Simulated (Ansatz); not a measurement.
Here is an Ansatz 0.2.0 calculation.

Contents of input.yaml:

```yaml
crystal:
  lattice:
    - [3.811, 0.0, 0.0]
    - [-1.9055, 3.3004228138, 0.0]
    - [0.0, 0.0, 6.136]
  atoms:
    - { symbol: Sn, position: [0.0, 0.0, 0.0] }
    - { symbol: Se, position: [0.6666666667, 0.3333333333, 0.751] }
    - { symbol: Se, position: [0.3333333333, 0.6666666667, 0.249] }
hamiltonian:
  xc: pbesol
  pseudopotentials: { kind: paw }
kpoints:
  mp_grid: { grid: [5, 5, 3] }
scf:
  occupations: { method: fermi_dirac, width: 0.05 }
  n_extra_bands: 7
output:
  forces: true
  stress: true
  eigenvalues: true
  dos: { projected: true, de: 0.05, nscf_kmesh: { grid: [8, 8, 5] } }
  write_density: true
  write_potential: true
  elf: true
  volumetric_format: npy
```

Potentials or basis: Ansatz PAW.

The run is started by

```console
$ ansatz run input.yaml --threads 2 --pin off --max-ram 5632MiB --backend cpu --events-out ev --progress --plain --runs-dir out
```

Q: Predict the largest force.

A: 0.553 eV/Å.

Q: Estimate the band gap on the k mesh.

A: 0.72 eV, indirect (least direct gap 1.00 eV).

Q: What does it give for the pressure?

A: 2.6 GPa.

Stress tensor (GPa, compression positive):
```
2.15 0.00 0.00
0.00 2.15 0.00
0.00 0.00 3.63
```

Caveat: odd divisions of the mesh miss points on the zone boundary, where band edges often lie, so the gap on the mesh can be too wide; spin-orbit coupling is left out, which moves the levels of the heavy elements; this functional lacks dispersion, which binds the layers, so the pressure and a relaxed spacing across them are unreliable; the PAW data sets come from PBE, with cores solved anew for the run's functional, which leaves a small shift of forces and pressure; the density of states is complete only up to the lowest level of the last band computed. A k mesh can miss the band edges.
